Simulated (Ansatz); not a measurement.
# LaRu2: the cost of one run

Method: reference: DFT PBEsol, plane waves, PAW, scalar-relativistic, no spin polarisation, in Ansatz 0.2.0.

1 further run of the same task is left out (for a known fault of the program).

## Step 1: The starting structure

It takes space group Fd-3m (No. 227, cubic). Conventional cell: a = 7.690 Å, b = 7.690 Å, c = 7.690 Å, α = 90.00°, β = 90.00°, γ = 90.00°. Ru (site symmetry -3m) has 6 Ru at 2.72 Å as nearest neighbours. La (site symmetry -43m) has 12 Ru at 3.19 Å and 4 La at 3.33 Å as nearest neighbours.

Coordinates:

```cif
data_structure
_symmetry_space_group_name_H-M 'Fd-3m:1'
_symmetry_Int_Tables_number 227
_cell_length_a 7.6900
_cell_length_b 7.6900
_cell_length_c 7.6900
_cell_angle_alpha 90.000
_cell_angle_beta 90.000
_cell_angle_gamma 90.000
_cell_volume 454.76
loop_
_atom_site_label
_atom_site_type_symbol
_atom_site_symmetry_multiplicity
_atom_site_Wyckoff_symbol
_atom_site_fract_x
_atom_site_fract_y
_atom_site_fract_z
_atom_site_occupancy
Ru1 Ru 16 c 0.12500 0.12500 0.12500 1
La1 La 8 b 0.00000 0.00000 0.50000 1
```

## Step 2: Baseline

input.yaml

```yaml
crystal:
  lattice:
    - [0.0, 3.84501953, 3.84501953]
    - [3.84501953, 0.0, 3.84501953]
    - [3.84501953, 3.84501953, 0.0]
  atoms:
    - { symbol: Ru, position: [0.625, 0.625, 0.625] }
    - { symbol: Ru, position: [0.125, 0.625, 0.625] }
    - { symbol: Ru, position: [0.625, 0.625, 0.125] }
    - { symbol: Ru, position: [0.625, 0.125, 0.625] }
    - { symbol: La, position: [0.0, 0.0, 0.0] }
    - { symbol: La, position: [0.25, 0.25, 0.25] }
  symmetry: { tolerance: 0.0003 }
kpoints:
  mp_grid: { grid: [4, 4, 4], shift: [0, 0, 0] }
magnetization:
  spin_polarized: false
scf:
  occupations: { method: fermi_dirac }
hamiltonian:
  pseudopotentials: { kind: paw }
  xc: pbesol
basis:
  ecutwfc: 420
output:
  forces: true
  stress: true
  eigenvalues: true
```

Command:

```bash
ansatz run input.yaml --threads 1 --pin off --max-ram 2560MiB --backend cpu --events-out ev --progress --plain --runs-dir out
```

What time and memory should one allow on 1 thread of AMD EPYC 9R14 (Zen 4), shared host?

About 2.1 s, with a peak of 0.43 GiB.
